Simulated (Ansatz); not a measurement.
**Sn: convergence with the PAW cutoff**

An exercise on one series of results from a longer session: the logs are not shown, and one member is left open.

Program: Ansatz 0.2.0. Level of theory: DFT, PBE, PAW with Ansatz's default frozen-core files, scalar-relativistic. These are calculated values, not measurements.

1 further run of the same task is left out (it didn't finish).

## The structure to begin with

It takes space group I4_1/amd (No. 141, tetragonal). The conventional cell has a = 5.832 Å, b = 5.832 Å, c = 3.181 Å, α = 90.00°, β = 90.00°, γ = 90.00°. Around Sn (site symmetry -4m2) lie 6 Sn at 3.02 to 3.18 Å.

Structure file:

```
Sn
1.0
    -2.91585    2.91585    1.59065
     2.91585   -2.91585    1.59065
     2.91585    2.91585   -1.59065
Sn
2
Direct
  0.00000 0.00000 0.00000
  0.75000 0.25000 0.50000
```

The geometry is a database entry used as it stands. It may stem from high pressure or temperature, or be incomplete, so it serves as a test cell.

Atoms are numbered in the order of the input: Sn1, Sn2.

Set-up of the first run:

File input.yaml:

```yaml
crystal:
  lattice:
    - [-2.91585, 2.91585, 1.59065]
    - [2.91585, -2.91585, 1.59065]
    - [2.91585, 2.91585, -1.59065]
  atoms:
    - { symbol: Sn, position: [0.0, 0.0, 0.0] }
    - { symbol: Sn, position: [0.75, 0.25, 0.5] }
kpoints:
  mp_grid: { grid: [15, 15, 10] }
scf:
  occupations: { method: fermi_dirac, width: 0.05 }
hamiltonian:
  xc: pbe
  pseudopotentials: { kind: paw }
output:
  forces: true
  stress: true
  eigenvalues: true
  efg: { contact_densities: true }
basis:
  ecutwfc: 150
```

Steps of the session up to this table: With PAW files, cutoff 150 eV; With PAW files, cutoff 200 eV; With PAW files, cutoff 300 eV; With PAW files, cutoff 350 eV; With PAW files, cutoff 600 eV.

One table of the session follows, with a row left open; its other results are not shown here.

It belongs to the step «The sweep in one table». 

```
cutoff (eV)  pressure (GPa)  largest force (eV/Å)
        150            1.67                 0.001
        200               ?                     ?
        300            2.76                 0.002
        350            2.69                 0.002
        600            2.67                 0.002
```

Q: Estimate the row for cutoff (eV) = 200 from the others.

Worked estimate for «pressure (GPa)». A straight line through the neighbours (150, 1.67) and (300, 2.76) gives 1.67 + (2.76 − 1.67) × (200 − 150) / (300 − 150) = 2.03; a parabola fitted to 3 rows on both sides gives 2.25.

**Answer.** pressure (GPa): 4.83; largest force (eV/Å): 0.004. In «pressure (GPa)» the line misses by -2.80 and the parabola by -2.58. Between these rows the values bend or scatter more than so simple an estimate can follow.

Energies are those extrapolated to zero smearing.

Limits of these values: Warnings in the runs' records: symmetry narrowed by mesh, gradients without spin orbit, cutoff below recommended, efg cores unanswered.
